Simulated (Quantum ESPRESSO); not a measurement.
GaB:

```
CELL_PARAMETERS angstrom
2.71824 0.00000 0.00000
0.00000 2.71824 0.00000
0.00000 0.00000 3.23621
ATOMIC_POSITIONS crystal
Ga 0.50000 0.50000 0.50000
B 0.00000 0.00000 0.00000
```

The cell was built by a generator and needn't be a form met in nature.

| Property | Result |
| --- | --- |
| Program | Quantum ESPRESSO 7.5 |
| Task | single point |
| Functional | PBE |
| Potentials or basis | SSSP 1.3 efficiency PBE |
| Cutoff | 952 eV |
| Density cutoff | 7619 eV |
| k mesh | 10 × 10 × 8 |
| Occupations | fermi-dirac, width 0.05 eV |
| Spin | no spin polarisation |

On this cell: pressure -0.3 GPa; largest force under 0.003 eV/Å; band gap on the k mesh none (metal or under the smearing width).

The same run follows on a disturbed copy (atoms moved at random, drawn with an rms of 0.05 Å):

```
Ga B
1.0
     2.71824    0.00000    0.00000
     0.00000    2.71824    0.00000
     0.00000    0.00000    3.23621
Ga B
1 1
Direct
  0.51290 0.50437 0.48718
  0.99628 0.99025 0.99379
```

Problem. What does the disturbed cell give?

Solution. The energy (extrapolated to zero smearing) moves by -0.2 meV/atom; pressure -0.2 GPa; largest force 0.053 eV/Å; band gap on the k mesh none (metal or under the smearing width).

Forces on the atoms (eV/Å):
```
Ga   0.024  0.020  0.043
B   -0.024 -0.020 -0.043
```

Stress tensor (GPa, compression positive):
```
 0.00  0.15 -0.08
 0.15  0.01 -0.07
-0.08 -0.07 -0.68
```
